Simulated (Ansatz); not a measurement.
# C8H10O2S: small, medium and large basis sets

How large a basis does C8H10O2S need? Two functionals are run in growing sets.

Program: Ansatz 0.2.0, Gaussian basis. Level of theory: one geometry, several basis sets. These are calculated values, not measurements.

Plan: PBE0-D4/def2-SVP; ωB97M-V/def2-SVP; PBE0-D4/def2-QZVPP; ωB97M-V/def2-QZVPP; the functionals' def2-TZVPP values are taken from earlier runs.

### Step 1. Structure used throughout

All runs share one geometry, relaxed beforehand with PBE0-D4 in a triple-zeta def2 set.

21 atoms, charge 0, spin multiplicity 1.

Atoms are counted from 1 here; the program's logs count them from 0.

Bond lengths: C1–C2 1.497 Å, C1–H12 1.091 Å, C1–H13 1.094 Å, C1–H14 1.091 Å, C2–C3 1.393 Å, C2–C11 1.393 Å, C3–C4 1.384 Å, C3–H15 1.085 Å, C4–C5 1.387 Å, C4–H16 1.083 Å, C5–S6 1.765 Å, C5–C10 1.387 Å, S6–C7 1.771 Å, S6–O8 1.437 Å, S6–O9 1.437 Å, C7–H17 1.089 Å, C7–H18 1.089 Å, C7–H19 1.091 Å and more. Angles: C2–C1–H12 111.4°, C2–C1–H13 110.5°, C2–C1–H14 111.4°, H12–C1–H13 107.4°, H12–C1–H14 108.4°, H13–C1–H14 107.4°, C1–C2–C3 120.7°, C1–C2–C11 120.7°, C3–C2–C11 118.6°, C2–C3–C4 121.1°, C2–C3–H15 119.4°, C4–C3–H15 119.5°, C3–C4–C5 119.2°, C3–C4–H16 121.2°, C5–C4–H16 119.6°, C4–C5–S6 119.6°, C4–C5–C10 120.9°, S6–C5–C10 119.6° and more.

### Step 2. PBE0-D4 in def2-SVP

Input file in.yaml:

```yaml
crystal:
  periodic: [false, false, false]
  atoms:
    - {symbol: C, position_ang: [2.613725, -2.146883, -0.861094]}
    - {symbol: C, position_ang: [1.572069, -1.148168, -0.464072]}
    - {symbol: C, position_ang: [1.110714, -1.085012, 0.848968]}
    - {symbol: C, position_ang: [0.171981, -0.143245, 1.231615]}
    - {symbol: C, position_ang: [-0.317009, 0.747184, 0.287628]}
    - {symbol: S, position_ang: [-1.521019, 1.946734, 0.763540]}
    - {symbol: C, position_ang: [-3.063676, 1.121811, 0.484443]}
    - {symbol: O, position_ang: [-1.446471, 3.046754, -0.158764]}
    - {symbol: O, position_ang: [-1.399009, 2.167068, 2.178746]}
    - {symbol: C, position_ang: [0.128771, 0.708667, -1.024945]}
    - {symbol: C, position_ang: [1.067869, -0.239105, -1.391579]}
    - {symbol: H, position_ang: [2.549609, -3.052054, -0.255141]}
    - {symbol: H, position_ang: [3.616473, -1.730677, -0.723327]}
    - {symbol: H, position_ang: [2.517667, -2.426915, -1.911320]}
    - {symbol: H, position_ang: [1.499283, -1.781335, 1.584490]}
    - {symbol: H, position_ang: [-0.171199, -0.078653, 2.257109]}
    - {symbol: H, position_ang: [-3.115814, 0.233507, 1.112038]}
    - {symbol: H, position_ang: [-3.149816, 0.866337, -0.570543]}
    - {symbol: H, position_ang: [-3.839137, 1.834609, 0.768213]}
    - {symbol: H, position_ang: [-0.247784, 1.430304, -1.739802]}
    - {symbol: H, position_ang: [1.422782, -0.270929, -2.416210]}
basis:
  gaussian: {orbitals: def2-SVP}
hamiltonian: {xc: pbe0, dispersion: d4}
output: {orbitals: {seedname: orbitals}}
```

On the command line:

```bash
> ansatz run in.yaml --threads 4 --pin off --events-out ev --progress --plain --max-ram 66560MiB --backend cpu
```

Further steps of the session: ωB97M-V in def2-SVP; PBE0-D4 in def2-QZVPP; ωB97M-V in def2-QZVPP.

Before running them: what should the planned runs give, taken together? Wanted: PBE0-D4: double and triple zeta above quadruple; ωB97M-V: double and triple zeta above quadruple.

As calculated:

| quantity | value |
| --- | --- |
| PBE0-D4: double and triple zeta above quadruple | 20.25, 1.06 eV |
| ωB97M-V: double and triple zeta above quadruple | 20.76, 1.00 eV |

**Reading.** For PBE0-D4 the step from double to triple zeta gains 19.20 eV and the next only 1.06 eV. These are total energies; as a rule much of such shifts cancels in differences, which this series doesn't test.
